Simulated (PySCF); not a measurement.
# C3H7NOSi: the cost of one run

Computed with PySCF 2.14.0, with density-fitted response routines of our own, on a single molecule in the gas phase. Atoms count from 0, in the outputs and in this text.

## 1. Starting geometry

13 atoms, charge 0, multiplicity 1; geometry from: GFN2-xTB. The atoms were then displaced at random by about 0.01 Å, so the start is not that level's minimum.

Bonds of the start (Å): C0–N1 1.25, N1–C2 1.39, C2–C3 1.30, C2–O4 1.36, O4–Si5 1.64, C0–H6 1.10, C0–H7 1.06, C3–H8 1.05, C3–H9 1.11, Si5–H10 1.44, Si5–H11 1.47, Si5–H12 1.45.

## 2. Geometry optimisation at PBE0-D3(BJ)/def2-SVP

The job: settings as JSON, then the geometry in Å.

```
{"job": {"xc": "PBE0", "basis": "def2-SVP", "d3": "d3bj", "grid": 1, "shake": 0.01, "kind": "geom"}, "charge": 0, "multiplicity": 1}
C     -1.620940    -1.060920     0.772460
N     -0.590370    -0.364040     0.707820
C     -0.299920     0.500570    -0.342540
C     -1.124910     1.324210    -0.920160
O      1.019920     0.523770    -0.658760
Si     2.218450    -0.257340     0.135700
H     -2.396730    -1.059950    -0.010560
H     -1.790420    -1.638260     1.640810
H     -0.835860     2.046430    -1.625550
H     -2.198580     1.310240    -0.631570
H      3.324000     0.191070    -0.677520
H      2.026470    -1.709390     0.078120
H      2.274710     0.176710     1.521420
```

Launch:

```bash
$ OMP_NUM_THREADS=1 python probes_run.py task.json out
```

The driver reads the jobs from task.json and runs them one after another.

Q: Estimate the wall time and peak memory of this first job on 1 thread of Arm Neoverse N1, shared host.

About 86 s, with a peak of 0.52 GiB.
